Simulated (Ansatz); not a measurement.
# PbO2: properties at the relaxed cell

The task here is to estimate one member of a computed series from the others.

Program: Ansatz 0.2.0. Level of theory: DFT PBEsol, scalar-relativistic, plane waves, PAW. These are calculated values, not measurements.

### Starting point

Symmetry: Fm-3m, No. 225, cubic system. Conventional cell: a = 5.328 Å, b = 5.328 Å, c = 5.328 Å, α = 90.00°, β = 90.00°, γ = 90.00°. Pb (site symmetry m-3m) has 8 O at 2.31 Å in its first shell of neighbours. O (site symmetry -43m) has 4 Pb at 2.31 Å in its first shell of neighbours.

Coordinates:

```cif
data_structure
_symmetry_space_group_name_H-M 'Fm-3m'
_symmetry_Int_Tables_number 225
_cell_length_a 5.3285
_cell_length_b 5.3285
_cell_length_c 5.3285
_cell_angle_alpha 90.000
_cell_angle_beta 90.000
_cell_angle_gamma 90.000
_cell_volume 151.29
loop_
_atom_site_label
_atom_site_type_symbol
_atom_site_symmetry_multiplicity
_atom_site_Wyckoff_symbol
_atom_site_fract_x
_atom_site_fract_y
_atom_site_fract_z
_atom_site_occupancy
Pb1 Pb 4 a 0.00000 0.00000 0.00000 1
O1 O 8 c 0.25000 0.75000 0.75000 1
```

This cell was relaxed beforehand with the same method: volume 12.61 Å³/atom, gap on the mesh none (metal).

The first run:

input.yaml

```yaml
crystal:
  lattice:
    - [0.0, 2.6373201099, 2.6373201099]
    - [2.6373201099, 0.0, 2.6373201099]
    - [2.6373201099, 2.6373201099, 0.0]
  atoms:
    - { symbol: Pb, position: [0.0, 0.0, 0.0] }
    - { symbol: O, position: [0.25, 0.25, 0.25] }
    - { symbol: O, position: [0.75, 0.75, 0.75] }
basis:
  ecutwfc: 420
kpoints:
  mp_grid: { grid: [14, 14, 14] }
hamiltonian:
  xc: pbesol
scf:
  occupations: { method: gaussian, width: 0.1 }
output:
  forces: true
  stress: true
  eigenvalues: true
```

The run is started by

```bash
ansatz run input.yaml --threads 1 --pin off --max-ram 2560MiB --backend cpu --events-out ev --progress --plain --runs-dir out
```

Steps of the session up to this table: The cell scaled to 0.97 of its volume; Volume × 1.03; The cell scaled to 0.94 of its volume; Point at V/V0 = 1.06; Volume × 0.91; The cell scaled to 1.10 of its volume; Point at V/V0 = 0.88.

One of the session's tables, all rows but one given; the rest of the session is left out.

It belongs to the step «Equation of state». 

```
volume (Å³/atom)  energy above the lowest point (meV/atom)  pressure (GPa)
          11.095                                     111.7           26.97
          11.473                                      58.7           18.26
          11.851                                         ?               ?
          12.229                                       5.7            5.03
          12.607                                       0.0            0.01
          12.986                                       5.2           -4.16
          13.364                                      19.3           -7.65
          13.868                                      49.6          -11.44
```

Q: Estimate the row for volume (Å³/atom) = 11.851 from the others.

Worked estimate for «energy above the lowest point (meV/atom)». A straight line through the neighbours (11.473, 58.7) and (12.229, 5.7) gives 58.7 + (5.7 − 58.7) × (11.851 − 11.473) / (12.229 − 11.473) = 32.2; a parabola fitted to 4 rows on both sides gives 24.3.

The run gave: energy above the lowest point (meV/atom): 24.4; pressure (GPa): 11.04. In «energy above the lowest point (meV/atom)» the line misses by +7.8 and the parabola by -0.1.
